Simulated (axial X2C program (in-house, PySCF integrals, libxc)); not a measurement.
# BrGaBr⁺: bond lengths and stretches, held linear

An exercise on one series of results from a longer session: the logs are not shown, and one member is left open.

The runs use an in-house X2C program for linear molecules on PySCF integrals; all-electron X2C, two-component (2c) or spin-free, Br dyall-av3z, Ga dyall-v3z.

All values are calculated.

1 further run of the same task is left out (set aside as unsound or not needed).

The first run:

File task.json:

```json
{
 "zs": [
  35,
  31,
  35
 ],
 "q": 1,
 "bas": [
  "dyall-av3z",
  "dyall-v3z",
  "dyall-av3z"
 ],
 "r0": [
  2.38,
  2.38
 ],
 "symm": 1,
 "scan": [
  "PBE0",
  "HF",
  "r2SCAN"
 ],
 "levels": [
  "PBE0",
  "HF",
  "r2SCAN"
 ],
 "nst": 2
}
```

Keys: zs atomic numbers; q charge; bas basis sets; r0 starting distance in Å; symm equal bonds; scan levels of the two-bond scan (MP2 follows by itself at each HF point); levels methods; nst determinants followed.

On the command line:

```bash
$ python solin.py task.json out
```

Masses Br 78.918, Ga 68.926, Br 78.918 u.

Among the steps run: Scan at PBE0, 2c; Scan at HF, 2c; Scan at r2SCAN, 2c.

One table of the session follows, with a row left open; its other results are not shown here.

| level | r(Br–Ga) (Å) | r(Ga–Br) (Å) | lower stretch (cm⁻¹) | upper stretch (cm⁻¹) |
| --- | --- | --- | --- | --- |
| PBE0, 2c | 2.161 | 2.161 | 252.2 | 467.7 |
| HF, 2c | 2.170 | 2.170 | 261.8 | 478.0 |
| r2SCAN, 2c | 2.156 | 2.156 | 252.2 | 468.7 |
| MP2, 2c | ? | ? | ? | ? |
| PBE0, spin-free | 2.159 | 2.159 | 253.5 | 469.3 |
| HF, spin-free | 2.168 | 2.168 | 262.8 | 479.3 |
| r2SCAN, spin-free | 2.155 | 2.155 | 253.3 | 470.1 |
| MP2, spin-free | 2.156 | 2.156 | 261.7 | 482.0 |

Q: Estimate the row for MP2, 2c from the others.

As computed: r(Br–Ga) (Å): 2.158; r(Ga–Br) (Å): 2.158; lower stretch (cm⁻¹): 260.9; upper stretch (cm⁻¹): 480.7. In the column «r(Br–Ga) (Å)» it lies between MP2, spin-free (2.156) and PBE0, spin-free (2.159).

Scans not shown above were run alike.

What this shows: Over the levels the Br–Ga bond spans 2.155 to 2.170 Å and the Ga–Br bond 2.155 to 2.170 Å. At PBE0 going from spin-free to two-component moves the bonds by +0.002 and +0.002 Å. Each state is one determinant, the lowest of a limited PBE0 search; the stretches come from a fit to few points and are good to some per cent at best. MP2 freezes inner shells (threshold -2 hartree). The molecule was held linear; bending was not examined, so a bent shape may lie lower.
